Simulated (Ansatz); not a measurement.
**Ge₂H₆S: how energies converge with the basis set**

Aim: see how fast density functionals converge with the basis set for Ge₂H₆S.

Program: Ansatz 0.2.0, Gaussian basis. Level of theory: one geometry, several basis sets. These are calculated values, not measurements.

The runs, in order: PBE0-D4/def2-SVP; ωB97M-V/def2-SVP; PBE0-D4/def2-QZVPP; ωB97M-V/def2-QZVPP; the functionals' def2-TZVPP values are taken from earlier runs.

## (1) Structure used throughout

The geometry comes from an earlier relaxation with PBE0-D4 in a triple-zeta def2 set; it is a stationary point, not always the lowest conformer.

SMILES `[GeH3][S][GeH3]`, 9 atoms, charge 0, spin multiplicity 1.

Atoms are counted from 1 here; the program's logs count them from 0.

Bond lengths: Ge1–S2 2.221 Å, Ge1–H4 1.538 Å, Ge1–H5 1.533 Å, Ge1–H6 1.538 Å, S2–Ge3 2.221 Å, Ge3–H7 1.538 Å, Ge3–H8 1.533 Å, Ge3–H9 1.538 Å. Angles: S2–Ge1–H4 109.9°, S2–Ge1–H5 106.0°, S2–Ge1–H6 109.9°, H4–Ge1–H5 110.8°, H4–Ge1–H6 109.5°, H5–Ge1–H6 110.8°, Ge1–S2–Ge3 98.4°, S2–Ge3–H7 109.9°, S2–Ge3–H8 106.0°, S2–Ge3–H9 109.9°, H7–Ge3–H8 110.8°, H7–Ge3–H9 109.5°, H8–Ge3–H9 110.8°.

As a file:

```xyz
9
Ge2H6S
Ge   -0.8322    0.7558   -1.2430
S     1.2553    0.6691   -0.4883
Ge    0.9273   -0.7252    1.2098
H    -1.2958   -0.6493   -1.6619
H    -0.8061    1.7018   -2.4490
H    -1.7635    1.2970   -0.1455
H     0.3749   -2.0625    0.6892
H     2.2990   -0.9218    1.8655
H    -0.0703   -0.1113    2.2061
```

## (2) PBE0-D4 in def2-SVP

The input, in.yaml:

```yaml
crystal:
  periodic: [false, false, false]
  atoms:
    - {symbol: Ge, position_ang: [-0.832203, 0.755761, -1.242996]}
    - {symbol: S, position_ang: [1.255318, 0.669085, -0.488252]}
    - {symbol: Ge, position_ang: [0.927317, -0.725156, 1.209806]}
    - {symbol: H, position_ang: [-1.295809, -0.649276, -1.661945]}
    - {symbol: H, position_ang: [-0.806060, 1.701838, -2.449022]}
    - {symbol: H, position_ang: [-1.763520, 1.296972, -0.145534]}
    - {symbol: H, position_ang: [0.374867, -2.062503, 0.689244]}
    - {symbol: H, position_ang: [2.299049, -0.921807, 1.865493]}
    - {symbol: H, position_ang: [-0.070261, -0.111314, 2.206106]}
basis:
  gaussian: {orbitals: def2-SVP}
hamiltonian: {xc: pbe0, dispersion: d4}
output: {orbitals: {seedname: orbitals}}
```

Launch:

```
$ ansatz run in.yaml --threads 4 --pin off --events-out ev --progress --plain --max-ram 10444MiB
```

Further steps of the session: ωB97M-V in def2-SVP; PBE0-D4 in def2-QZVPP; ωB97M-V in def2-QZVPP.

**Question.** What will the summary of the whole plan be? Wanted: PBE0-D4: double and triple zeta above quadruple; ωB97M-V: double and triple zeta above quadruple.

The runs gave:

| quantity | value |
| --- | --- |
| PBE0-D4: double and triple zeta above quadruple | 20.87, 2.79 eV |
| ωB97M-V: double and triple zeta above quadruple | 20.78, 2.72 eV |

For PBE0-D4 the step from double to triple zeta gains 18.09 eV and the next only 2.79 eV. Total energies overstate the basis error of differences, where much of it tends to cancel. The LUMO of ωB97M-V is positive and keeps falling with the basis (1.86 to 1.18 eV): an unbound level that the basis holds in place.
